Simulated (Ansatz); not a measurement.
# Be6Cr: the cost of one run

Method: DFT PBE, scalar-relativistic, plane waves, PAW, in Ansatz 0.2.0.

### Step 1. The structure to begin with

The structure is cubic, space group Pm-3m (No. 221). The conventional cell has a = 3.765 Å, b = 3.765 Å, c = 3.765 Å, α = 90.00°, β = 90.00°, γ = 90.00°. Be (site symmetry 4mm) is surrounded by 5 Be at 1.49 to 1.61 Å. Around Cr (site symmetry m-3m) lie 24 Be at 2.77 Å.

Coordinates:

```xyz
7
Lattice="3.7651 0.0000 0.0000 0.0000 3.7651 0.0000 0.0000 0.0000 3.7651" Properties=species:S:1:pos:R:3 pbc="T T T"
Be    0.7474    1.8825    1.8825
Be    1.8825    3.0177    1.8825
Be    1.8825    0.7474    1.8825
Be    3.0177    1.8825    1.8825
Be    1.8825    1.8825    0.7474
Be    1.8825    1.8825    3.0177
Cr    0.0000    0.0000    0.0000
```

The cell is invented: species swapped into a database cell of TmB6 (Pm-3m, No. 221), with Cr on the Tm sites and Be on the B sites. Its size is a rough estimate.

### Step 2. A first look at the guess

input.yaml reads:

```yaml
crystal:
  lattice:
    - [3.76507759, 0.0, 0.0]
    - [0.0, 3.76507759, 0.0]
    - [0.0, 0.0, 3.76507759]
  atoms:
    - { symbol: Be, position: [0.198512, 0.5, 0.5] }
    - { symbol: Be, position: [0.5, 0.801488, 0.5] }
    - { symbol: Be, position: [0.5, 0.198512, 0.5] }
    - { symbol: Be, position: [0.801488, 0.5, 0.5] }
    - { symbol: Be, position: [0.5, 0.5, 0.198512] }
    - { symbol: Be, position: [0.5, 0.5, 0.801488] }
    - { symbol: Cr, position: [0.0, 0.0, 0.0], spin: 3.0 }
basis:
  ecutwfc: 420
kpoints:
  mp_grid: { grid: [4, 4, 4] }
hamiltonian:
  xc: pbe
scf:
  occupations: { method: gaussian, width: 0.1 }
  lower_state_search: "off"
output:
  forces: true
  stress: true
  eigenvalues: true
  populations: true
magnetization:
  spin_polarized: true
```

Command:

```bash
> ansatz run input.yaml --threads 1 --pin off --max-ram 2048MiB --backend cpu --events-out ev --progress --plain --runs-dir out
```

Q: Estimate wall time and peak memory on 1 thread of Intel Xeon Platinum 8259CL at 2.50GHz (Skylake/Cascade Lake), shared host.

About 3.2 s, with a peak of 0.36 GiB.
